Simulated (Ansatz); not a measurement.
**MoSb (zincblende): how the settings move a single-point run**

Aim: see which settings change the result for MoSb (zincblende), by how much, and at what cost.

Computed with Ansatz 0.2.0 (reference: DFT PBE, scalar-relativistic, plane waves, PAW, unless a step's input says otherwise).

3 further runs of the same task are left out: 2 that didn't finish, 1 set aside as unsound or not needed. Runs told in other sessions of the task aren't counted.

## Step 1: The system as given

Symmetry: F-43m, No. 216, cubic system. Conventional cell: a = 6.125 Å, b = 6.125 Å, c = 6.125 Å, α = 90.00°, β = 90.00°, γ = 90.00°. Mo (site symmetry -43m) is surrounded by 4 Sb at 2.65 Å. Sb (site symmetry -43m) is surrounded by 4 Mo at 2.65 Å.

As a file:

```xyz
2
Lattice="0.0000 3.0626 3.0626 3.0626 0.0000 3.0626 3.0626 3.0626 0.0000" Properties=species:S:1:pos:R:3 pbc="T T T"
Mo    0.0000    0.0000    0.0000
Sb    1.5313    1.5313    1.5313
```

## Step 2: The reference run

Input file input.yaml:

```yaml
crystal:
  lattice:
    - [0.0, 3.0626261251, 3.0626261251]
    - [3.0626261251, 0.0, 3.0626261251]
    - [3.0626261251, 3.0626261251, 0.0]
  atoms:
    - { symbol: Mo, position: [0.0, 0.0, 0.0] }
    - { symbol: Sb, position: [0.25, 0.25, 0.25] }
basis:
  ecutwfc: 420
  ecutrho_ratio: 4
kpoints:
  mp_grid: { grid: [10, 10, 10] }
hamiltonian:
  xc: pbe
scf:
  occupations: { method: gaussian, width: 0.05 }
output:
  forces: true
  stress: true
  eigenvalues: true
```

The run is started by

```
ansatz run input.yaml --threads 2 --pin off --max-ram 2662MiB --backend cpu --events-out ev --progress --plain --runs-dir out
```

## Step 3: Variant: chi_scale 0.0

Edit input.yaml of step 2 so:

```diff
@@ -17,2 +17,3 @@
   occupations: { method: gaussian, width: 0.05 }
+  initial_density: { chi_scale: 0.0 }
 output:
@@ -20,2 +21 @@
   stress: true
-  eigenvalues: true
```

## Step 4: Changed: basis.precision f64, xc r2scan, dispersion d4, eigensolver.kind davidson

Edit input.yaml of step 2 so:

```diff
@@ -11,2 +11,3 @@
   ecutrho_ratio: 4
+  precision: f64
 kpoints:
@@ -14,5 +15,7 @@
 hamiltonian:
-  xc: pbe
+  xc: r2scan
+  dispersion: d4
 scf:
   occupations: { method: gaussian, width: 0.05 }
+  eigensolver: { kind: davidson }
 output:
@@ -20,2 +23,5 @@
   stress: true
-  eigenvalues: true
+  write_density: true
+  write_potential: true
+  elf: true
+  volumetric_format: npy
```

## Step 5: Changing settings: starting moments, ecutwfc 400 eV, dr2_threshold 1.0e-09, spin_polarized true

Input file input.yaml:

```yaml
crystal:
  lattice:
    - [0.0, 3.0626261251, 3.0626261251]
    - [3.0626261251, 0.0, 3.0626261251]
    - [3.0626261251, 3.0626261251, 0.0]
  atoms:
    - { symbol: Mo, position: [0.0, 0.0, 0.0], spin: 3.0 }
    - { symbol: Sb, position: [0.25, 0.25, 0.25], spin: 2.0 }
basis:
  ecutwfc: "400 eV"
  ecutrho_ratio: 4
kpoints:
  mp_grid: { grid: [10, 10, 10] }
hamiltonian:
  xc: pbe
scf:
  occupations: { method: gaussian, width: 0.05 }
  convergence: { dr2_threshold: 1.0e-09 }
output:
  forces: true
  stress: true
magnetization:
  spin_polarized: true
```

## Step 6: Changed: xc_grid 1

Edit input.yaml of step 2 so:

```diff
@@ -11,2 +11,3 @@
   ecutrho_ratio: 4
+  xc_grid: 1
 kpoints:
@@ -20,2 +21 @@
   stress: true
-  eigenvalues: true
```

**Question.** What will these runs give? Wanted: for each run, ending; energy change; pressure; gap; abs. moment; force.

**Answer**, as computed:

| run | ending | energy change | pressure (GPa) | gap (eV) | abs. moment (μB) | force (eV/Å) | cycles | time |
| --- | --- | --- | --- | --- | --- | --- | --- | --- |
| reference | converged | 0 | 0.0 | 0.00 | 0.00 | 0.00 | 7 | 2.3 s |
| 1: chi_scale 0.0 | converged | 0.0 meV/atom | 0.0 | 0.00 | 0.00 | 0.00 | 8 | 2.3 s |
| 2: basis.precision f64, xc r2scan, dispersion d4, eigensolver.kind davidson | converged | not comparable | -1.9 | 0.00 | 0.00 | 0.00 | 7 | 6.4 s |
| 3: starting moments, ecutwfc 400 eV, dr2_threshold 1.0e-09, spin_polarized true | converged | -137.0 meV/atom | 3.0 | 0.00 | 2.32 | 0.00 | 13 | 6.7 s |
| 4: xc_grid 1 | converged | 0.0 meV/atom | 0.0 | 0.00 | 0.00 | 0.00 | 7 | 2.1 s |

Times don't compare one to one where runs were asked for different outputs or read a saved state (see the inputs); cycles may leave out searches for a lower state.

Residual by cycle in the longest SCF loop of each run; runs are numbered as in the table. The quantity is the density residual dr2, in eV.

| cycle | reference | run 1 | run 2 | run 3 | run 4 |
| --- | --- | --- | --- | --- | --- |
| 1 | 0.0124 | 2.38 | 0.069 | 0.969 | 0.0124 |
| 2 | 0.00136 | 0.145 | 0.00716 | 0.531 | 0.00136 |
| 3 | 9.1e-4 | 0.0423 | 0.00578 | 0.0213 | 9.1e-4 |
| 4 | 1.4e-4 | 0.00192 | 2.4e-4 | 0.00236 | 1.4e-4 |
| 5 | 1.5e-6 | 3.7e-4 | 7.8e-6 | 5.1e-4 | 1.5e-6 |
| 6 | 1.2e-7 | 3.5e-5 | 4.6e-7 | 6.0e-5 | 1.2e-7 |
| 8 | - | 5.4e-8 | - | 1.4e-6 | - |
| 9 | - | - | - | 2.6e-7 | - |
| 10 | - | - | - | 2.1e-8 | - |
| 11 | - | - | - | 3.5e-9 | - |
| 12 | - | - | - | 2.2e-10 | - |
| 13 | - | - | - | 2.1e-11 | - |

**Reading.** Of the converged runs whose energies compare with the reference's, «starting moments, ecutwfc 400 eV, dr2_threshold 1.0e-09, spin_polarized true» moves the energy most (-137.0 meV/atom). Runs 2 and 3 ran under the cutoff that the potentials recommend, as the log warns, so basis error is mixed into their values.
